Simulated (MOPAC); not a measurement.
**PM6-D3H4 (COSMO dichloromethane) run of Si2NH6O2F (SMILES O[SiH](O)N[SiH2]F)**

Wanted: a geometry optimisation of Si2NH6O2F. The job is set up through an ASE script.

The calculation is run with MOPAC 23.2.5.

5 further runs of the same task are left out: 2 that didn't finish, 3 set aside as unsound or not needed.

## Step 1: The structure to begin with

Si2NH6O2F has 12 atoms, charge 0, and is taken as a singlet. As SMILES, `O[SiH](O)N[SiH2]F`. The shape comes from a force field and isn't a relaxed structure. This is one conformer, not always the lowest. The run starts from this shape.

Bond lengths: O1–Si2 1.642 Å, Si2–O3 1.618 Å, Si2–N4 1.655 Å, N4–Si5 1.657 Å, Si5–F6 1.609 Å, O1–H7 1.006 Å, Si2–H8 1.468 Å, O3–H9 0.957 Å, N4–H10 0.953 Å, Si5–H11 1.478 Å, Si5–H12 1.500 Å. Some angles: O1–Si2–O3 105.7°, O1–Si2–N4 107.1°, O3–Si2–N4 102.5°, Si2–N4–Si5 111.0°, N4–Si5–F6 107.5°, O1–Si2–H8 112.6°, O3–Si2–H8 112.1°, N4–Si2–H8 115.9°, Si2–O1–H7 108.6°, Si2–O3–H9 115.1°.

## Step 2: A structure relaxation at PM6-D3H4 (COSMO dichloromethane)

Contents of mol.xyz:

```xyz
12

O     -0.810300    -2.250400    -0.200300
Si     0.071800    -0.957000     0.294500
O      1.570600    -1.210300    -0.258800
N     -0.424600     0.342500    -0.601300
Si    -0.198700     1.758700     0.229500
F     -0.625800     2.965700    -0.745000
H     -1.614300    -1.916100    -0.704600
H      0.043700    -0.779800     1.751100
H      1.819200    -2.130000    -0.350500
H      0.039200     0.381700    -1.433200
H      1.230600     1.909700     0.572400
H     -1.024400     1.830000     1.480200
```

Contents of job.py:

```python
from ase.calculators.mopac import MOPAC
from ase.optimize import BFGS
from ase.io import read

atoms = read("mol.xyz")
calc = MOPAC(label="job", method="PM6-D3H4", task="1SCF GRADIENTS EPS=8.93 AUX(PRECISION=9) THREADS=1")
atoms.calc = calc
opt = BFGS(atoms, trajectory="opt.traj")
done = opt.run(fmax=0.05, steps=80)
print("converged:", done)
energy = atoms.get_potential_energy()
print("energy / eV: %.6f" % energy)
print("final positions (A):")
for atom in atoms:
    print(f"{atom.symbol:2s} {atom.x:11.6f} {atom.y:11.6f} {atom.z:11.6f}")
```

Command:

```sh
export ASE_MOPAC_COMMAND="mopac PREFIX.mop > /dev/null 2>&1"
python job.py
```

Q: Predict the results. Wanted: total energy at the end; dipole moment; HOMO energy; LUMO energy; HOMO–LUMO gap; dispersion energy; heat of formation.

**Answer.** As computed:

Level: PM6-D3H4 (COSMO dichloromethane).

| quantity | value |
| --- | --- |
| total energy at the end | -53.96699 Eh |
| dipole moment | 4.58 D |
| HOMO energy | -10.17 eV |
| LUMO energy | 0.10 eV |
| HOMO–LUMO gap | 10.27 eV |
| dispersion energy | -5.02 kJ/mol |
| heat of formation | -300.8 kcal/mol |

In words: At the final geometry: Bond lengths: O1–Si2 1.545 Å, Si2–O3 1.546 Å, Si2–N4 1.738 Å, N4–Si5 1.718 Å, Si5–F6 1.604 Å, O1–H7 0.914 Å, Si2–H8 1.423 Å, O3–H9 0.913 Å, N4–H10 1.037 Å, Si5–H11 1.452 Å, Si5–H12 1.452 Å. Some angles: O1–Si2–O3 114.0°, O1–Si2–N4 110.5°, O3–Si2–N4 113.1°, Si2–N4–Si5 121.3°, N4–Si5–F6 109.3°, O1–Si2–H8 104.4°, O3–Si2–H8 103.4°, N4–Si2–H8 110.8°, Si2–O1–H7 173.0°, Si2–O3–H9 172.4°. The optimisation stopped short of its gradient threshold. The optimisation took 27 steps and changed the energy by -1.916 eV.
